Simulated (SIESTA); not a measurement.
The system is AgAu3.

```
Au Ag
1.0
    -2.05248    2.05248    4.15439
     2.05248   -2.05248    4.15439
     2.05248    2.05248   -4.15439
Au Ag
3 1
Cartesian
  0.0000 0.0000 4.1544
  2.0525 0.0000 2.0772
  0.0000 2.0525 2.0772
  0.0000 0.0000 0.0000
```

The cell comes from a database or a generator and needn't be the stable form of this composition.

* Program: SIESTA 5.4.2
* Task: single point
* Functional: PBEsol
* Potentials or basis: PseudoDojo 0.4 standard (PBEsol files)
* Basis: DZP (energy shift 0.003 Ry; two zetas on semicore shells)
* Grid cutoff: 800 Ry
* Energy shift: 0.003 Ry
* k mesh: 9 × 9 × 9
* Occupations: fermi-dirac, width 0.05 eV
* Spin: no spin polarisation

On this cell: pressure -4.2 GPa; largest force under 0.003 eV/Å; band gap on the k mesh none (metal or under the smearing width).

The same run follows on a disturbed copy (atoms moved at random, drawn with an rms of 0.05 Å):

```
Au Ag
1.0
    -2.05248    2.05248    4.15439
     2.05248   -2.05248    4.15439
     2.05248    2.05248   -4.15439
Au Ag
3 1
Direct
  0.50309 0.49426 0.99468
  0.23722 0.74015 0.48502
  0.75530 0.25473 0.50580
  0.01194 0.99853 0.00382
```

What does the disturbed cell give?

The energy (extrapolated to zero smearing) moves by +6.1 meV/atom; pressure -4.0 GPa; largest force 0.513 eV/Å; band gap on the k mesh none (metal or under the smearing width).

Forces in eV/Å, atoms in the order of the input:
```
Au   0.095  0.025 -0.193
Au   0.164  0.362  0.324
Au  -0.253 -0.194  0.083
Ag  -0.007 -0.192 -0.214
```

Stress tensor (GPa, compression positive):
```
-3.86  0.14 -0.05
 0.14 -3.78  0.12
-0.05  0.12 -4.36
```

Caveats: short orbitals over semicore shells can move pressures by several GPa; the basis of atomic orbitals isn't converged, which shifts pressures, moduli and gaps.
